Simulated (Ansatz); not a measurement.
# CH7NOSi2: small, medium and large basis sets

An exercise on one series of results from a longer session: the logs are not shown, and one member is left open.

The runs use Ansatz 0.2.0, Gaussian basis; one geometry, several basis sets.

Plan: PBE0-D4/def2-SVP; ωB97M-V/def2-SVP; PBE0-D4/def2-QZVPP; ωB97M-V/def2-QZVPP; the functionals' def2-TZVPP values are taken from earlier runs.

## Structure used throughout

All runs share one geometry, relaxed beforehand with PBE0-D4 in a triple-zeta def2 set.

SMILES `C=N[SiH2]O[SiH3]`, 12 atoms, charge 0, spin multiplicity 1.

Atoms are counted from 1 here; the program's logs count them from 0.

Bond lengths: C1–N2 1.257 Å, C1–H6 1.096 Å, C1–H7 1.101 Å, N2–Si3 1.727 Å, Si3–O4 1.637 Å, Si3–H8 1.480 Å, Si3–H9 1.483 Å, O4–Si5 1.634 Å, Si5–H10 1.486 Å, Si5–H11 1.484 Å, Si5–H12 1.487 Å. Angles: N2–C1–H6 120.3°, N2–C1–H7 124.1°, H6–C1–H7 115.6°, C1–N2–Si3 126.9°, N2–Si3–O4 113.5°, N2–Si3–H8 107.0°, N2–Si3–H9 107.0°, O4–Si3–H8 108.4°, O4–Si3–H9 109.5°, H8–Si3–H9 111.4°, Si3–O4–Si5 147.6°, O4–Si5–H10 109.0°, O4–Si5–H11 109.4°, O4–Si5–H12 110.3°, H10–Si5–H11 109.3°, H10–Si5–H12 109.3°, H11–Si5–H12 109.4°.

The first run:

in.yaml

```yaml
crystal:
  periodic: [false, false, false]
  atoms:
    - {symbol: C, position_ang: [-1.686658, 1.581339, 0.455429]}
    - {symbol: N, position_ang: [-1.445577, 1.272247, -0.738532]}
    - {symbol: Si, position_ang: [-0.427291, -0.008010, -1.292505]}
    - {symbol: O, position_ang: [0.255213, -0.869910, -0.079984]}
    - {symbol: Si, position_ang: [1.603765, -1.219316, 0.773754]}
    - {symbol: H, position_ang: [-2.354419, 2.419580, 0.686599]}
    - {symbol: H, position_ang: [-1.264538, 1.056184, 1.325664]}
    - {symbol: H, position_ang: [-1.273784, -0.918568, -2.094645]}
    - {symbol: H, position_ang: [0.636319, 0.612302, -2.119523]}
    - {symbol: H, position_ang: [1.398477, -0.818191, 2.189266]}
    - {symbol: H, position_ang: [1.864154, -2.678848, 0.709202]}
    - {symbol: H, position_ang: [2.771442, -0.484009, 0.219274]}
basis:
  gaussian: {orbitals: def2-SVP}
hamiltonian: {xc: pbe0, dispersion: d4}
output: {orbitals: {seedname: orbitals}}
```

Launch:

```
> ansatz run in.yaml --threads 4 --pin off --events-out ev --progress --plain --max-ram 10444MiB
```

Steps of the session up to this table: PBE0-D4 in def2-SVP; ωB97M-V in def2-SVP; PBE0-D4 in def2-QZVPP; ωB97M-V in def2-QZVPP.

One table of the session follows, with a row left open; its other results are not shown here.

It belongs to the step «Density functionals: the series». 

| functional | basis | HOMO (eV) |
| --- | --- | --- |
| PBE0-D4 | def2-SVP | -7.18 |
| PBE0-D4 | def2-TZVPP | ? |
| PBE0-D4 | def2-QZVPP | -7.33 |
| ωB97M-V | def2-SVP | -9.51 |
| ωB97M-V | def2-TZVPP | -9.67 |
| ωB97M-V | def2-QZVPP | -9.69 |

**Question.** Estimate the row for PBE0-D4, def2-TZVPP.

As computed: HOMO (eV): -7.31. In the column «HOMO (eV)» it lies between PBE0-D4, def2-QZVPP (-7.33) and PBE0-D4, def2-SVP (-7.18).
